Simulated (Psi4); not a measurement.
# quartet C2H2FSi at 3 levels

Aim: a comparison of 3 runs (U-wB97X/def2-SVPD, UCAM-B3LYP/def2-SVPD, UMP3/def2-SVPD) of quartet C2H2FSi. 

Program for the calculation: Psi4 1.11.

**1. The system as given**

The species is C2H2FSi (6 atoms), meant as a quartet with charge 0. SMILES of the parent species: `C#C[SiH]F`. Geometry: relaxed at PBE0-D4/def2-TZVP. That shape belongs to the parent species and isn't relaxed for this state.

Bond lengths: C1–C2 1.209 Å, C2–Si3 1.806 Å, Si3–F4 1.599 Å, C1–H5 1.066 Å, Si3–H6 1.485 Å. Angles: C1–C2–Si3 173.2°, C2–Si3–F4 109.8°, C2–C1–H5 179.1°, C2–Si3–H6 111.2°, F4–Si3–H6 108.3°.

**2. A single-point energy at U-wB97X/def2-SVPD (run 1)**

c2h2fsi.xyz reads:

```xyz
6
C2H2FSi
C      0.118100    -0.680000    -1.605700
C      0.120400    -0.213700    -0.490100
Si     0.338300     0.466700     1.168800
F     -0.478000    -0.412300     2.226800
H      0.100300    -1.089200    -2.590300
H     -0.157100     1.864400     1.244300
```

c2h2fsi.py reads:

```python
import psi4

psi4.set_memory(2200000000)
psi4.set_num_threads(1)
psi4.set_output_file('output.dat', False)

with open('c2h2fsi.xyz') as f:
    atoms = ''.join(f.readlines()[2:])
m = psi4.geometry('0 4\n' + atoms + 'symmetry c1\nno_reorient\nno_com')

options = {'basis': 'def2-SVPD', 'reference': 'uks', 'puream': True, 'e_convergence': 1e-09, 'd_convergence': 1e-08, 'scf_type': 'pk', 'dft_radial_points': 99, 'dft_spherical_points': 590, 'maxiter': 100}
psi4.set_options(options)

e, wfn = psi4.energy("wb97x", return_wfn=True)
psi4.oeprop(wfn, "MAYER_INDICES", "MULLIKEN_CHARGES", "WIBERG_LOWDIN_INDICES")
print(f'wb97x energy: {e:.10f} Eh')
for k, v in sorted(psi4.core.scalar_variables().items()):
    print(f'{k:45s} {v:18.10f}')
```

Started as:

```bash
$ python c2h2fsi.py
```

output.dat:

```text
[...]
  Running in c1 symmetry.
[...]
  Nuclear repulsion =  130.576000701221858
[...]
  Multiplicity = 4
[...]
  Nalpha       = 20
  Nbeta        = 17
[...]
    Number of basis functions: 103
[...]
   @UKS iter   1:  -465.86758002290037   -4.00356e-01   6.50581e-03 ADIIS/DIIS
[...]
   @UKS iter  27:  -466.22935835341195   -8.69704e-12   6.10537e-09 DIIS
[...]
   @S^2 Observed:                3.761174423E+00
[...]
    Orbital Energies [Eh]
    ---------------------
    Alpha Occupied:
       1A    -66.174092     2A    -24.744975     3A    -10.323483
       4A    -10.321092     5A     -5.432268     6A     -3.794309
       7A     -3.792978     8A     -3.789841     9A     -1.295282
      10A     -0.956984    11A     -0.732248    12A     -0.673045
      13A     -0.598599    14A     -0.572445    15A     -0.560751
      16A     -0.511352    17A     -0.488009    18A     -0.466991
      19A     -0.314154    20A     -0.224227
    Alpha Virtual:
      21A      0.056843    22A      0.087293    23A      0.110223
      24A      0.118993    25A      0.123282    26A      0.170659
[...]
  @UKS Final Energy:  -466.22935835341195
   => Energetics <=
    Nuclear Repulsion Energy =            130.5760007012218580
    One-Electron Energy =                -902.2446832911412002
    Two-Electron Energy =                 336.8134909758550748
    DFT Exchange-Correlation Energy =     -31.3741667393476149
    Empirical Dispersion Energy =           0.0000000000000000
    VV10 Nonlocal Energy =                  0.0000000000000000
    Total Energy =                       -466.2293583534119534
  UHF NO Occupations:
  HONO-2 :   18  A 1.0000000
  HONO-1 :   19  A 1.0000000
[...]
 Multipole Moments:
 ------------------------------------------------------------------------------------
     Multipole            Electronic (a.u.)      Nuclear  (a.u.)        Total (a.u.)
 ------------------------------------------------------------------------------------
 L = 1.  Multiply by 2.5417464519 to convert [e a0] to [Debye]
 Dipole X            :         -3.2210169            3.4173807            0.1963638
 Dipole Y            :          3.3931777           -3.3332879            0.0598898
 Dipole Z            :        -43.3922709           42.4878463           -0.9044246
 Magnitude           :                                                    0.9274316
[...]
  Mulliken Charges: (a.u.)
   Center  Symbol    Alpha    Beta     Spin     Total
       1     C     3.90744  2.81788  1.08956 -0.72533
       2     C     2.97968  2.02654  0.95314  0.99378
       3    SI     7.24651  6.36410  0.88241  0.38939
       4     F     4.80054  4.77103  0.02951 -0.57156
       5     H     0.54496  0.58884 -0.04387 -0.13380
       6     H     0.52087  0.43161  0.08925  0.04752
   Total alpha = 20.00000, Total beta = 17.00000, Total charge =  0.00000
  Mayer Bond Indices:
[...]
```

On the terminal:

```text
wb97x energy: -466.2293583534 Eh
CURRENT ENERGY                                   -466.2293583534
CURRENT REFERENCE ENERGY                         -466.2293583534
DD SOLVATION ENERGY                                 0.0000000000
DFT FUNCTIONAL TOTAL ENERGY                      -466.2293583534
DFT TOTAL ENERGY                                 -466.2293583534
DFT VV10 ENERGY                                     0.0000000000
DFT XC ENERGY                                     -31.3741667393
GRID ELECTRONS ALPHA                               20.0000008568
GRID ELECTRONS BETA                                17.0000008249
GRID ELECTRONS TOTAL                               37.0000016817
NUCLEAR REPULSION ENERGY                          130.5760007012
ONE-ELECTRON ENERGY                              -902.2446832911
PCM POLARIZATION ENERGY                             0.0000000000
PE ENERGY                                           0.0000000000
SCF ITERATION ENERGY                             -466.2293583534
SCF ITERATIONS                                     27.0000000000
SCF TOTAL ENERGY                                 -466.2293583534
TWO-ELECTRON ENERGY                               336.8134909759
XC GRID RADIAL POINTS                              99.0000000000
XC GRID SPHERICAL POINTS                          590.0000000000
XC GRID TOTAL POINTS                           338033.0000000000
```

Run time: 44 s. Hardware: 1 thread of AMD EPYC 9R45 (Zen 5), shared host; peak memory 0.98 GiB.

**3. The energy at UCAM-B3LYP/def2-SVPD (run 2)**

c2h2fsi.dat reads:

```
memory 2.2 GB

molecule {
  0 4
  C      0.118100    -0.680000    -1.605700
  C      0.120400    -0.213700    -0.490100
  Si     0.338300     0.466700     1.168800
  F     -0.478000    -0.412300     2.226800
  H      0.100300    -1.089200    -2.590300
  H     -0.157100     1.864400     1.244300
  symmetry c1
}

set globals {
  basis def2-SVPD
  reference uks
  puream true
  e_convergence 1e-09
  d_convergence 1e-08
  scf_type pk
  dft_radial_points 99
  dft_spherical_points 590
  maxiter 100
}

e, wfn = energy('cam-b3lyp', return_wfn=True)
oeprop(wfn, 'MULLIKEN_CHARGES', 'MAYER_INDICES', 'LOWDIN_CHARGES', title='CAM-B3LYP')
print_variables()
```

Started as:

```bash
$ psi4 -i c2h2fsi.dat -o c2h2fsi.out -n 1
```

c2h2fsi.out, shortened:

```text
[...]
  Running in c1 symmetry.
[...]
  Nuclear repulsion =  130.576000701221830
[...]
  Multiplicity = 4
[...]
  Nalpha       = 20
  Nbeta        = 17
[...]
    Number of basis functions: 103
[...]
   @UKS iter   1:  -465.77269971208682   -1.86971e-01   7.55446e-03 DIIS/ADIIS
[...]
   @UKS iter  25:  -466.22497634735589   -9.89075e-12   5.77371e-09 DIIS
[...]
   @S^2 Observed:                3.759592437E+00
[...]
  @UKS Final Energy:  -466.22497634735589
   => Energetics <=
    Nuclear Repulsion Energy =            130.5760007012218296
    One-Electron Energy =                -902.2289890920544622
    Two-Electron Energy =                 337.4651614880795023
    DFT Exchange-Correlation Energy =     -32.0371494446027043
    Empirical Dispersion Energy =           0.0000000000000000
    VV10 Nonlocal Energy =                  0.0000000000000000
    Total Energy =                       -466.2249763473558914
  UHF NO Occupations:
  HONO-2 :   18  A 1.0000000
  HONO-1 :   19  A 1.0000000
[...]
 Multipole Moments:
 ------------------------------------------------------------------------------------
     Multipole            Electronic (a.u.)      Nuclear  (a.u.)        Total (a.u.)
 ------------------------------------------------------------------------------------
 L = 1.  Multiply by 2.5417464519 to convert [e a0] to [Debye]
 Dipole X            :         -0.1438552            0.3634083            0.2195531
 Dipole Y            :         -1.1178107            1.1874886            0.0696779
 Dipole Z            :          3.0749772           -3.9704923           -0.8955152
 Magnitude           :                                                    0.9246653
[...]
  Mulliken Charges: (a.u.)
   Center  Symbol    Alpha    Beta     Spin     Total
       1     C     3.89682  2.75306  1.14376 -0.64988
       2     C     2.91966  2.07728  0.84238  1.00306
       3    SI     7.29598  6.34203  0.95395  0.36200
       4     F     4.80429  4.78053  0.02376 -0.58481
       5     H     0.57687  0.61191 -0.03503 -0.18878
       6     H     0.50638  0.43520  0.07119  0.05842
   Total alpha = 20.00000, Total beta = 17.00000, Total charge = -0.00000
  Lowdin Charges: (a.u.)
   Center  Symbol    Alpha    Beta     Spin     Total
[...]
```

It took 43 s on 1 thread of AMD EPYC 9R45 (Zen 5), shared host; peak memory 0.98 GiB.

**4. The energy at UMP3/def2-SVPD (run 3)**

c2h2fsi.xyz is that of step 2.

run_ase.py reads:

```python
import numpy as np
from ase.calculators.psi4 import Psi4
from ase.io import read

a = read('c2h2fsi.xyz')
calc = Psi4(atoms=a, method='mp3', basis='def2-SVPD', memory='2200MB', num_threads=1, charge=0, multiplicity=4, label='psi4-calc', reference='uhf')
calc.psi4.set_options({'puream': True, 'e_convergence': 1e-09, 'd_convergence': 1e-08, 'scf_type': 'pk', 'num_frozen_docc': 8, 'maxiter': 100, 'mp_type': 'conv'})
a.calc = calc

print(f'energy: {a.get_potential_energy():.6f} eV')
```

Started as:

```bash
$ python run_ase.py
```

psi4-calc.dat:

```text
[...]
  Running in c1 symmetry.
[...]
  Nuclear repulsion =  130.576000701221830
[...]
  Multiplicity = 4
[...]
  Nalpha       = 20
  Nbeta        = 17
[...]
    Number of basis functions: 103
[...]
   @UHF iter   1:  -464.58319155948118   -7.02589e-01   4.74091e-03 ADIIS/DIIS
[...]
   @UHF iter  30:  -464.85550131403897   -1.68257e-11   7.23758e-09 DIIS
[...]
   @S^2 Observed:                3.794951496E+00
[...]
    Orbital Energies [Eh]
    ---------------------
    Alpha Occupied:
       1A    -68.824178     2A    -26.283847     3A    -11.283722
       4A    -11.271998     5A     -6.184664     6A     -4.300635
       7A     -4.293886     8A     -4.291336     9A     -1.565792
      10A     -1.115556    11A     -0.826785    12A     -0.757930
      13A     -0.688084    14A     -0.673837    15A     -0.665518
      16A     -0.587198    17A     -0.540097    18A     -0.483250
      19A     -0.347762    20A     -0.249910
    Alpha Virtual:
      21A      0.083815    22A      0.101633    23A      0.117206
      24A      0.132768    25A      0.135789    26A      0.185645
[...]
  @UHF Final Energy:  -464.85550131403897
   => Energetics <=
    Nuclear Repulsion Energy =            130.5760007012218296
    One-Electron Energy =                -902.0395656041384882
    Two-Electron Energy =                 306.6080635888777124
    Total Energy =                       -464.8555013140389747
  UHF NO Occupations:
  HONO-2 :   18  A 1.0000000
  HONO-1 :   19  A 1.0000000
  HONO-0 :   20  A 1.0000000
  LUNO+0 :   21  A 0.0135090
  LUNO+1 :   22  A 0.0053657
[...]
 Multipole Moments:
 ------------------------------------------------------------------------------------
     Multipole            Electronic (a.u.)      Nuclear  (a.u.)        Total (a.u.)
 ------------------------------------------------------------------------------------
 L = 1.  Multiply by 2.5417464519 to convert [e a0] to [Debye]
 Dipole X            :         -0.1076690            0.3634083            0.2557393
 Dipole Y            :         -1.0935967            1.1874886            0.0938919
 Dipole Z            :          3.0651648           -3.9704923           -0.9053275
 Magnitude           :                                                    0.9454291
[...]
	SCS-MP2 Total Energy (a.u.)        :  -465.31979363649310
	SOS-MP2 Total Energy (a.u.)        :  -465.31388078459247
[...]
	SOS-PI-MP2 Total Energy (a.u.)     :  -465.34914074386580
[...]
	MP2 Total Energy (a.u.)            :  -465.33161934029442
[...]
	SCS-MP3 Total Energy (a.u.)        :  -465.32684965864894
[...]
	MP3 Total Energy (a.u.)            :  -465.35984342891777
[...]
```

Standard output:

```text
energy: -12663.086340 eV
```

It took 20 s on 1 thread of AMD EPYC 9R45 (Zen 5), shared host; peak memory 1 GiB.

**5. All runs side by side**

```csv
run,level,properties,frozen core orbitals,energy (Eh),dipole moment (D),HOMO energy (eV),LUMO energy (eV),wall time
1,U-wB97X/def2-SVPD,"(mayer, mulliken, wiberg)",0,-466.229358,2.36,-6.10,-3.43,44 s
2,UCAM-B3LYP/def2-SVPD,"(mulliken, mayer, lowdin)",0,-466.224976,2.35,-5.18,-4.45,43 s
3,UMP3/def2-SVPD,–,8,-465.359843,–,-6.80,-0.31,20 s
```

**6. What came out**

| quantity | value |
| --- | --- |
| run 3: total energy | -465.35984 Eh |
| run 3: HOMO energy (Hartree–Fock orbitals) (highest over α and β) | -6.80 eV |
| run 3: LUMO energy (Hartree–Fock orbitals) (lowest over α and β) | -0.31 eV |
| run 3: correlation energy (8 core orbitals frozen) | -504.3 mEh |
| run 3: ⟨S²⟩ of the reference determinant | 3.795 |

Totals of different functionals can't be ranked against each other. All runs together took 1.8 min, the longest 44 s.
